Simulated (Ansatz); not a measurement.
Wanted: the native input for an Ansatz 0.2.0 run.

| Quantity | Value |
| --- | --- |
| Task | relaxation of cell and atoms |
| Functional | PBE |
| Potentials or basis | Ansatz PAW |
| Cutoff | 420 eV (not typed: the program's choice for these potentials) |
| k mesh | 7 × 7 × 7 |
| Occupations | fermi-dirac, width 0.05 eV |
| Spin | no spin polarisation |

The system is BiTe.

```
Bi Te
1.0
     0.00000    3.23500    3.23500
     3.23500    0.00000    3.23500
     3.23500    3.23500    0.00000
Bi Te
1 1
Direct
  0.00000 0.00000 0.00000
  0.50000 0.50000 0.50000
```

The input as run:

input.yaml

```yaml
crystal:
  lattice:
    - [0.0, 3.235, 3.235]
    - [3.235, 0.0, 3.235]
    - [3.235, 3.235, 0.0]
  atoms:
    - { symbol: Bi, position: [0.0, 0.0, 0.0] }
    - { symbol: Te, position: [0.5, 0.5, 0.5] }
hamiltonian:
  xc: pbe
  pseudopotentials: { kind: paw }
kpoints:
  mp_grid: { grid: [7, 7, 7] }
scf:
  occupations: { method: fermi_dirac, width: 0.05 }
output:
  forces: true
  stress: true
  eigenvalues: true
  write_density: true
  write_potential: true
  elf: true
  volumetric_format: npy
relax:
  f_tol: 0.01
  max_steps: 40
  cell: { stress_tol: 0.05 }
```

Potentials or basis: Ansatz PAW.

Command:

```bash
$ ansatz run input.yaml --threads 2 --pin off --max-ram 5632MiB --backend cpu --events-out ev --progress --plain --runs-dir out
```

It gave:

The relaxed volume is 34.51 Å³/atom, the relaxed cell is a = 4.604 Å, b = 4.604 Å, c = 4.604 Å, α = 60.00°, β = 60.00°, γ = 60.00° and the space group after relaxing (to 0.05 Å) is Fm-3m (No. 225). The energy gained by relaxing is 1.8 meV/atom. The ionic steps are 4. The pressure after relaxing is 0.0 GPa and the band gap on the k mesh is none (metal or under the smearing width).

Caveat: the plane-wave basis is chosen anew once the cell has moved, so the energies of steps on either side of that aren't comparable; spin-orbit coupling is left out, which moves the levels of the heavy elements.

It took 3.5 s on 2 threads of Arm Neoverse V2, on a shared host, peak memory 0.35 GiB.
